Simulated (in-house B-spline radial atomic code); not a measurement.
# Pb⁷⁰⁺: excited configurations in jj coupling

Aim: the energies of several excited configurations of Pb⁷⁰⁺ above a reference configuration, each from its own self-consistent run.

The numbers are computed with in-house B-spline radial atomic code version 1 (Dirac-Hartree-Fock, average of configuration, Fermi nucleus, basis-set limit), except any that are marked as measured or tabulated.

## (1) The atom as given

```
element       : lead (Z = 82)
charge        : +70
electrons     : 12
configuration : 1s2 2s2 2p6 3s2
Hamiltonian   : Dirac-Coulomb
nucleus       : Fermi, rms radius 5.501 fm
```

Settings, as recorded:

```ini
Z = 82
electrons = 12.0
configuration = 1s2 2s2 2p6 3s2
hamiltonian = dirac
method = hf
spin_polarised = False
nucleus = fermi
rms_radius = 5.5012
mass_number = 208
atomic_mass = 207.976652005
speed_of_light = 137.035999084
```

This reference run was done before. Its total energy is -14607.836395 hartree, and its levels are (the highest eight at most):

```
orbital  occupation  energy (eV)  <r> (bohr)
  1s1/2           2     -95066.6     0.01604
  2s1/2           2     -22094.9     0.06589
  2p1/2           2     -21505.1     0.05412
  2p3/2           4     -19244.9     0.06263
  3s1/2           2     -9014.82      0.1600
```

## (2) Run with 1s2 2s2 2p-1 2p+4 3s2 5g+1

In configurations, a minus sign after the shell means j = l − 1/2 and a plus sign j = l + 1/2; the count of electrons follows.

Settings, as recorded:

```ini
Z = 82
electrons = 12.0
configuration = 1s2 2s2 2p-1 2p+4 3s2 5g+1
hamiltonian = dirac
method = hf
spin_polarised = False
nucleus = fermi
rms_radius = 5.5012
mass_number = 208
atomic_mass = 207.976652005
speed_of_light = 137.035999084
```

## (3) Configuration 1s2 2s2 2p6 3s1 6g-1

Settings: those of step 2 with these lines changed.

```diff
@@ -2,3 +2,3 @@
 electrons = 12.0
-configuration = 1s2 2s2 2p-1 2p+4 3s2 5g+1
+configuration = 1s2 2s2 2p6 3s1 6g-1
 hamiltonian = dirac
```

## (4) Configuration 1s2 2s2 2p-2 2p+3 3s2 6d-1

Settings: those of step 3 with these lines changed.

```diff
@@ -2,3 +2,3 @@
 electrons = 12.0
-configuration = 1s2 2s2 2p6 3s1 6g-1
+configuration = 1s2 2s2 2p-2 2p+3 3s2 6d-1
 hamiltonian = dirac
```

## (5) Configuration 1s2 2s2 2p6 3s1 6d+1

Settings: those of step 4 with these lines changed.

```diff
@@ -2,3 +2,3 @@
 electrons = 12.0
-configuration = 1s2 2s2 2p-2 2p+3 3s2 6d-1
+configuration = 1s2 2s2 2p6 3s1 6d+1
 hamiltonian = dirac
```

## (6) 1s2 2s2 2p6 3s1 7s1

Settings: those of step 5 with these lines changed.

```diff
@@ -2,3 +2,3 @@
 electrons = 12.0
-configuration = 1s2 2s2 2p6 3s1 6d+1
+configuration = 1s2 2s2 2p6 3s1 7s1
 hamiltonian = dirac
```

How far above the reference does each configuration lie (order and size, in eV)?

**Answer**, as computed:

| net move | configuration | energy above the reference (eV) | with Breit, QED, recoil (eV) | largest <r> (bohr) |
| --- | --- | --- | --- | --- |
| 3s → 6d5/2 | 1s2 2s2 2p6 3s1 6d+1 | 7071.49 | 7054.96 | 0.702 |
| 3s → 6g7/2 | 1s2 2s2 2p6 3s1 6g-1 | 7097.71 | 7080.83 | 0.614 |
| 3s → 7s | 1s2 2s2 2p6 3s1 7s1 | 7505.14 | 7489.38 | 0.958 |
| 2p3/2 → 6d3/2 | 1s2 2s2 2p-2 2p+3 3s2 6d-1 | 17275.0 | 17238.9 | 0.694 |
| 2p1/2 → 5g9/2 | 1s2 2s2 2p-1 2p+4 3s2 5g+1 | 18746.0 | 18684.4 | 0.385 |

What this shows: The lowest of them is 3s → 6d5/2 at 7071.49 eV and the highest 2p1/2 → 5g9/2 at 18746.0 eV. 2 of them lie more than 2 % above the ionisation threshold that Koopmans' theorem gives (9014.82 eV), where such states can decay by emitting an electron. Two partly filled shells share a symmetry and can mix in the average, which may lower the energy, for: 3s → 7s. These are averages over configurations, without correlation, not spectroscopic levels.
